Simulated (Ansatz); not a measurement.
# CH6BNSi: one species, many methods

An exercise on one series of results from a longer session: the logs are not shown, and one member is left open.

Program: Ansatz 0.2.0, Gaussian basis. Level of theory: functionals in def2-TZVPP, the program's frozen cores in correlated methods. These are calculated values, not measurements.

Levels to be run: LDA (SPW92), PBE-D4, revPBE-D4, BLYP-D4, r2SCAN-D4, B97M-V, PBE0-D4, B3LYP-D4, r2SCANh-D4, r2SCAN0-D4, HSE06-D4, BHLYP-D4, CAM-B3LYP-D4, LC-ωPBE, ωB97X-V, ωB97M-V, B2PLYP, PBE-QIDH; CCSD(T)/def2-SVP; CCSD(T)/def2-TZVPP; MP2/def2-QZVPP; extrapolation to the limit; RPA on PBE.

### The geometry

The geometry comes from an earlier relaxation with PBE0-D4 in a triple-zeta def2 set; it is a stationary point, not always the lowest conformer.

10 atoms, charge 0, spin multiplicity 1.

Atoms are counted from 1 here; the program's logs count them from 0.

Bond lengths: B1–C2 1.579 Å, B1–Si4 2.021 Å, B1–H5 1.191 Å, C2–N3 1.467 Å, C2–H6 1.103 Å, C2–H7 1.103 Å, N3–Si4 1.727 Å, N3–H8 1.005 Å, Si4–H9 1.496 Å, Si4–H10 1.496 Å. Angles: C2–B1–Si4 85.4°, C2–B1–H5 128.7°, Si4–B1–H5 145.8°, B1–C2–N3 98.4°, B1–C2–H6 111.9°, B1–C2–H7 112.0°, N3–C2–H6 114.4°, N3–C2–H7 114.4°, H6–C2–H7 105.9°, C2–N3–Si4 100.6°, C2–N3–H8 121.8°, Si4–N3–H8 137.6°, B1–Si4–N3 75.5°, B1–Si4–H9 120.8°, B1–Si4–H10 120.7°, N3–Si4–H9 116.3°, N3–Si4–H10 116.3°, H9–Si4–H10 105.4°.

Set-up of the first run:

Input file in.yaml:

```yaml
crystal:
  periodic: [false, false, false]
  atoms:
    - {symbol: B, position_ang: [0.826409, 0.027194, -0.968498]}
    - {symbol: C, position_ang: [0.855940, -0.558475, 0.497951]}
    - {symbol: N, position_ang: [-0.489131, -0.151663, 0.918454]}
    - {symbol: Si, position_ang: [-1.044362, 0.641153, -0.512050]}
    - {symbol: H, position_ang: [1.676323, -0.007290, -1.801757]}
    - {symbol: H, position_ang: [1.024658, -1.648759, 0.503211]}
    - {symbol: H, position_ang: [1.672169, -0.124312, 1.099935]}
    - {symbol: H, position_ang: [-0.842970, -0.361226, 1.834973]}
    - {symbol: H, position_ang: [-1.361762, 2.097336, -0.382335]}
    - {symbol: H, position_ang: [-2.233973, 0.034941, -1.186985]}
basis:
  gaussian: {orbitals: def2-TZVPP}
hamiltonian: {xc: lda}
output: {orbitals: {seedname: orbitals}}
```

Started as:

```sh
ansatz run in.yaml --threads 2 --pin off --events-out ev --progress --plain --max-ram 4352MiB
```

Steps of the session up to this table: LDA; PBE-D4 (GGA); revPBE-D4 (GGA); BLYP-D4 (GGA); r2SCAN-D4 (meta-GGA); B97M-V (meta-GGA); PBE0-D4 (hybrid); B3LYP-D4 (hybrid); r2SCANh-D4 (hybrid); r2SCAN0-D4 (hybrid); HSE06-D4 (hybrid); BHLYP-D4 (hybrid); CAM-B3LYP-D4 (range-separated); LC-ωPBE (range-separated); ωB97X-V (range-separated); ωB97M-V (range-separated); B2PLYP (double hybrid); PBE-QIDH (double hybrid).

One table of the session follows, with a row left open; its other results are not shown here.

It belongs to the step «Orbital energies across the functionals». 

| functional | HOMO (eV) | LUMO (eV) | gap (eV) |
| --- | --- | --- | --- |
| LDA (SPW92) | -5.42 | -3.19 | 2.23 |
| PBE-D4 | -5.32 | -2.94 | 2.38 |
| revPBE-D4 | -5.28 | -2.84 | 2.45 |
| BLYP-D4 | -5.19 | -2.76 | 2.43 |
| r2SCAN-D4 | -5.56 | -2.61 | 2.95 |
| B97M-V | -5.71 | -2.71 | 3.00 |
| PBE0-D4 | ? | ? | ? |
| B3LYP-D4 | -6.41 | -2.13 | 4.28 |
| r2SCANh-D4 | -6.06 | -2.26 | 3.80 |
| r2SCAN0-D4 | -6.82 | -1.75 | 5.07 |
| HSE06-D4 | -6.24 | -2.32 | 3.92 |
| BHLYP-D4 | -7.89 | -0.83 | 7.06 |
| CAM-B3LYP-D4 | -8.01 | -0.77 | 7.24 |
| LC-ωPBE | -9.39 | 0.41 | 9.81 |
| ωB97X-V | -9.04 | 0.30 | 9.35 |
| ωB97M-V | -8.96 | 0.06 | 9.01 |

Estimate the missing values for PBE0-D4.

The run gave: HOMO (eV): -6.64; LUMO (eV): -1.93; gap (eV): 4.71. In the column «HOMO (eV)» it lies between r2SCAN0-D4 (-6.82) and B3LYP-D4 (-6.41).
